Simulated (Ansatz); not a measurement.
# CuHO: vertical and adiabatic energies of changing the electron count

Wanted for CuHO: vertical and adiabatic energies of changing the electron count.

Computed with Ansatz 0.2.0 through its Python package. Level of theory: PBE0/def2-TZVP.

**1. The system**

Bond lengths: O1–Cu2 2.042 Å, O1–H3 1.079 Å. Angles: Cu2–O1–H3 115.9°.

No structure file is read: the coordinates are typed or built in the script.

**2. The script**

The input, cuho_adiabatic.py:

```python
import itertools

import ansatz as az
from ase.data import atomic_numbers, covalent_radii
import numpy as np

BASIS_SET = "def2-TZVP"
FUNCTIONAL = "PBE0"
CHARGE = 1

geometry = (
    az.Crystal.molecule()
    .atom("O", [-0.3689, -0.4469, -0.2588])
    .atom("Cu", [1.3568, -0.0136, 0.7439])
    .atom("H", [-0.9988, 0.3957, -0.4983])
)

job = (
    geometry.calculation()
    .basis(gaussian=BASIS_SET)
    .functional(FUNCTIONAL)
)
symbols = [site.symbol for site in geometry.cartesian_sites]
start = np.array([site.position_ang for site in geometry.cartesian_sites], dtype=float)
r = job.relax(force_tolerance=0.01, max_steps=100).run(threads=1).report
end = np.array(r["positions_ang"])

minimum = az.Crystal.molecule()
for symbol, place in zip(symbols, end):
    minimum = minimum.atom(symbol, place.tolist())
ion = minimum.calculation()
ion = ion.basis(gaussian=BASIS_SET)
ion = ion.functional(FUNCTIONAL)
ion = ion.charge(CHARGE)
ion = ion.spin("collinear", total=1)
vertical = ion.run(threads=1).report
settled = ion.relax(force_tolerance=0.01, max_steps=80).run(threads=1).report
print(f"vertical ionisation energy   {vertical['free_energy_ev'] - r['free_energy_ev']:.3f} eV")
print(f"adiabatic, no zero point     {settled['free_energy_ev'] - r['free_energy_ev']:.3f} eV")
print(f"relaxation energy of the ion {vertical['free_energy_ev'] - settled['free_energy_ev']:.3f} eV")
ionised = np.array(settled["positions_ang"])
radius = [covalent_radii[atomic_numbers[s]] for s in symbols]
span = lambda where, i, j: np.linalg.norm(where[i] - where[j])
bonded = [(i, j) for i, j in itertools.combinations(range(len(symbols)), 2) if min(span(end, i, j), span(ionised, i, j)) < 1.2 * (radius[i] + radius[j])]
print("pair        before    after (A)")
for i, j in bonded:
    print(f"{symbols[i]}{i}-{symbols[j]}{j}".ljust(10), f"{span(end, i, j):8.4f} {span(ionised, i, j):8.4f}")
```

**3. The run**

Started as:

```
$ python cuho_adiabatic.py
```

**Question.** What results will this script give? Wanted: vertical ionisation energy; adiabatic ionisation energy, no zero point.

The runs gave:

| quantity | value |
| --- | --- |
| vertical ionisation energy | 9.067 eV |
| adiabatic ionisation energy, no zero point | 8.999 eV |
| runs compared | 3 |

**Reading.** The ionisation energy is a difference of two total energies at the neutral geometry; letting the ion relax lowers it by 0.07 eV. The dearest, run 3, took some 6.6 times as long as run 2. Run 1: After 6 moves the largest shift is 0.224 Å, of atom 2 (Cu). Run 3: The relaxation took 5 moves; the largest shift is 0.128 Å, of atom 3 (H). The energies are electronic: no zero-point or thermal terms, and the basis set is short of its limit. The product may relax into another structure. The relaxation finds the nearest minimum, so the adiabatic value is an upper bound.
